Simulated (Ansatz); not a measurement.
**CH₃ClF₂SZr: taking an electron away**

How much energy removes an electron from CH₃ClF₂SZr at fixed geometry? The cation is run at each level and the neutral's energy taken from earlier runs.

The runs use Ansatz 0.2.0, Gaussian basis; unrestricted cation, the program's frozen cores in correlated methods.

Plan: UKS PBE-D4/def2-TZVPP; UKS r2SCAN-D4/def2-TZVPP; UKS PBE0-D4/def2-TZVPP; UKS B3LYP-D4/def2-TZVPP; UKS wB97X-V/def2-TZVPP; UKS wB97M-V/def2-TZVPP; UKS B2PLYP/def2-TZVPP; UHF-CCSD(T)/def2-TZVPP; UHF-MP2/def2-QZVPP; extrapolation to the limit; then −ε(HOMO) from the neutral's earlier runs with LDA (SPW92), PBE-D4, revPBE-D4, BLYP-D4, r2SCAN-D4, B97M-V, PBE0-D4, B3LYP-D4, r2SCANh-D4, r2SCAN0-D4, HSE06-D4, BHLYP-D4, CAM-B3LYP-D4, LC-ωPBE, ωB97X-V, ωB97M-V.

## Step 1: The relaxed structure

All runs share one geometry, relaxed beforehand with PBE0-D4 in a triple-zeta def2 set. Zr takes the def2 core potential; no spin-orbit term is included.

SMILES `C[S][Zr]([F])([F])[Cl]`, 9 atoms, charge 0, spin multiplicity 1.

Atoms are counted from 1 here; the program's logs count them from 0.

Bond lengths: C1–S2 1.829 Å, C1–H7 1.088 Å, C1–H8 1.089 Å, C1–H9 1.099 Å, S2–Zr3 2.399 Å, Zr3–F4 1.896 Å, Zr3–F5 1.896 Å, Zr3–Cl6 2.337 Å. Angles: S2–C1–H7 108.8°, S2–C1–H8 108.8°, S2–C1–H9 114.3°, H7–C1–H8 110.5°, H7–C1–H9 107.1°, H8–C1–H9 107.1°, C1–S2–Zr3 88.1°, S2–Zr3–F4 108.3°, S2–Zr3–F5 108.3°, S2–Zr3–Cl6 108.6°, F4–Zr3–F5 107.9°, F4–Zr3–Cl6 111.8°, F5–Zr3–Cl6 111.8°.

As a file:

```xyz
9

C     0.64136   -1.40195   -0.19424
S     0.29382   -0.63589    1.42945
Zr   -0.57920    1.26631    0.25600
F    -1.99835    0.67995   -0.85550
F     0.78871    1.95528   -0.86077
Cl   -1.29753    2.84256    1.82459
H     1.71076   -1.58892   -0.27307
H     0.08423   -2.33404   -0.26978
H     0.35619   -0.78330   -1.05669
```

## Step 2: Cation, UKS PBE-D4/def2-TZVPP

Input file in.yaml:

```yaml
crystal:
  periodic: [false, false, false]
  atoms:
    - {symbol: C, position_ang: [0.641363, -1.401947, -0.194238]}
    - {symbol: S, position_ang: [0.293819, -0.635887, 1.429446]}
    - {symbol: Zr, position_ang: [-0.579195, 1.266307, 0.256003]}
    - {symbol: F, position_ang: [-1.998347, 0.679948, -0.855497]}
    - {symbol: F, position_ang: [0.788712, 1.955279, -0.860767]}
    - {symbol: Cl, position_ang: [-1.297534, 2.842562, 1.824590]}
    - {symbol: H, position_ang: [1.710762, -1.588918, -0.273066]}
    - {symbol: H, position_ang: [0.084234, -2.334037, -0.269776]}
    - {symbol: H, position_ang: [0.356186, -0.783296, -1.056694]}
basis:
  gaussian: {orbitals: def2-TZVPP}
total_charge: 1
magnetization: {spin_polarized: true, initial_magnetization: 1}
hamiltonian: {xc: pbe, dispersion: d4}
```

On the command line:

```sh
$ ansatz run in.yaml --threads 2 --pin off --events-out ev --progress --plain --max-ram 31744MiB --backend cuda --devices 0, --max-vram 18GiB
```

After this run come: Cation, UKS r2SCAN-D4/def2-TZVPP; Cation, UKS PBE0-D4/def2-TZVPP; Cation, UKS B3LYP-D4/def2-TZVPP; Cation, UKS wB97X-V/def2-TZVPP; Cation, UKS wB97M-V/def2-TZVPP; Cation, UKS B2PLYP (frozen core)/def2-TZVPP; Cation, UHF-CCSD(T)/def2-TZVPP; Cation, UHF-MP2/def2-QZVPP.

Before running them: what should the planned runs give, taken together? Wanted: ionisation energy, CCSD(T)/CBS; nearest functional by difference; nearest −ε(HOMO); −ε(HOMO) of PBE; T1 of the cation.

The runs gave:

| quantity | value |
| --- | --- |
| ionisation energy, CCSD(T)/CBS | 9.93 eV |
| nearest functional by difference | ωB97X-V (-0.15 eV) |
| nearest −ε(HOMO) | ωB97M-V (-0.08 eV) |
| −ε(HOMO) of PBE | 6.49 eV |
| T1 of the cation | 0.019 |

In words: Energy differences with functionals land within 0.34 eV of the reference. −ε(HOMO) of PBE misses by 3.4 eV, since self-interaction lifts the level. Among orbital estimates ωB97M-V comes nearest. Hartree-Fock falls 1.13 eV short, as the neutral has more correlation energy than the cation. Correlated methods include outer-core shells of Zr, which these sets cover unevenly.
